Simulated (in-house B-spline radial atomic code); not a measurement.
**Au⁵⁺: excited configurations**

Aim: the energies of several excited configurations of Au⁵⁺ above a reference configuration, each from its own self-consistent run.

Method: Dirac-Hartree-Fock, average of configuration, Fermi nucleus, basis-set limit. Code: in-house B-spline radial atomic code version 1.

### Step 1. Starting point

| Item | Value |
| --- | --- |
| element | gold (Z = 79) |
| charge | +5 |
| electrons | 74 |
| configuration | [Xe] 4f14 5d6 |
| Hamiltonian | Dirac-Coulomb |
| nucleus | Fermi, rms radius 5.437 fm |

Outer shells as boxes (Hund's rule):

[Xe] 4f14 5d6
```
[Xe] core
4f [↑↓][↑↓][↑↓][↑↓][↑↓][↑↓][↑↓]
5d [↑↓][↑ ][↑ ][↑ ][↑ ]
```

The boxes draw the filling by Hund's rule, which heavy ions in jj coupling don't follow; these runs average over all states of the configuration.

The run's settings:

```ini
Z = 79
electrons = 74.0
configuration = [Xe] 4f14 5d6
hamiltonian = dirac
method = hf
spin_polarised = False
nucleus = fermi
rms_radius = 5.4371
mass_number = 197
atomic_mass = 196.966570103
speed_of_light = 137.035999084
```

The reference is known from an earlier run: -19029.455695 hartree in all. Up to eight levels, counted from the top:

```csv
orbital,occupation,energy (eV),<r> (bohr)
4d5/2,6,-429.60,0.4622
5s1/2,2,-196.69,0.9293
4f5/2,6,-176.39,0.4905
4f7/2,8,-172.40,0.4971
5p1/2,2,-154.58,0.9940
5p3/2,4,-136.65,1.075
5d3/2,2.4,-78.980,1.314
5d5/2,3.6,-76.879,1.349
```

### Step 2. Run with [Kr] 4d10 4f14 5s2 5p5 5d6 6d1

The run's settings:

```ini
Z = 79
electrons = 74.0
configuration = [Kr] 4d10 4f14 5s2 5p5 5d6 6d1
hamiltonian = dirac
method = hf
spin_polarised = False
nucleus = fermi
rms_radius = 5.4371
mass_number = 197
atomic_mass = 196.966570103
speed_of_light = 137.035999084
```

### Step 3. [Xe] 4f14 5d5 9g1

The settings differ from step 2 so:

```diff
@@ -2,3 +2,3 @@
 electrons = 74.0
-configuration = [Kr] 4d10 4f14 5s2 5p5 5d6 6d1
+configuration = [Xe] 4f14 5d5 9g1
 hamiltonian = dirac
```

### Step 4. [Kr] 4d10 4f14 5s2 5p5 5d6 8d1

The settings differ from step 3 so:

```diff
@@ -2,3 +2,3 @@
 electrons = 74.0
-configuration = [Xe] 4f14 5d5 9g1
+configuration = [Kr] 4d10 4f14 5s2 5p5 5d6 8d1
 hamiltonian = dirac
```

### Step 5. [Kr] 4d10 4f14 5s2 5p5 5d6 8g1

The settings differ from step 4 so:

```diff
@@ -2,3 +2,3 @@
 electrons = 74.0
-configuration = [Kr] 4d10 4f14 5s2 5p5 5d6 8d1
+configuration = [Kr] 4d10 4f14 5s2 5p5 5d6 8g1
 hamiltonian = dirac
```

### Step 6. Run with [Kr] 4d10 4f14 5s2 5p5 5d6 9s1

The settings differ from step 5 so:

```diff
@@ -2,3 +2,3 @@
 electrons = 74.0
-configuration = [Kr] 4d10 4f14 5s2 5p5 5d6 8g1
+configuration = [Kr] 4d10 4f14 5s2 5p5 5d6 9s1
 hamiltonian = dirac
```

### Step 7. Configuration [Xe] 4f13 5d6 9s1

The settings differ from step 6 so:

```diff
@@ -2,3 +2,3 @@
 electrons = 74.0
-configuration = [Kr] 4d10 4f14 5s2 5p5 5d6 9s1
+configuration = [Xe] 4f13 5d6 9s1
 hamiltonian = dirac
```

Before running: How far above the reference does each configuration lie (order and size, in eV)?

**Answer**, as computed:

| net move | configuration | energy above the reference (eV) | with Breit, QED, recoil (eV) | largest <r> (bohr) |
| --- | --- | --- | --- | --- |
| 5d → 9g | [Xe] 4f14 5d5 9g1 | 70.709 | 70.714 | 18.4 |
| 5p → 6d | [Kr] 4d10 4f14 5s2 5p5 5d6 6d1 | 106.01 | 105.80 | 3.18 |
| 5p → 8d | [Kr] 4d10 4f14 5s2 5p5 5d6 8d1 | 126.43 | 126.22 | 8.05 |
| 5p → 9s | [Kr] 4d10 4f14 5s2 5p5 5d6 9s1 | 126.88 | 126.68 | 8.75 |
| 5p → 8g | [Kr] 4d10 4f14 5s2 5p5 5d6 8g1 | 133.22 | 133.01 | 14.1 |
| 4f → 9s | [Xe] 4f13 5d6 9s1 | 150.99 | 151.26 | 8.72 |

Quantum defects of the promoted electron, δ = n − ζ/√(−2ε) with ζ = 6 and ε its orbital energy in hartree:

| promotion | δ |
| --- | --- |
| 5d → 9g | 0.040 |
| 5p → 6d | 2.257 |
| 5p → 8d | 2.193 |
| 5p → 9s | 3.102 |
| 5p → 8g | 0.040 |
| 4f → 9s | 3.111 |

The lowest of them is 5d → 9g at 70.709 eV and the highest 4f → 9s at 150.99 eV. 5 of them lie more than 2 % above the ionisation threshold that Koopmans' theorem gives (76.879 eV), where such states can decay by emitting an electron. Of those tabulated, the defect is largest for 9s (3.11) and least for 9g (0.04): low angular momentum penetrates the core, high angular momentum stays outside it. Two partly filled shells share a symmetry and can mix in the average, which may lower the energy, for: 5p → 6d; 5p → 8d. These are averages over configurations, without correlation, not spectroscopic levels.
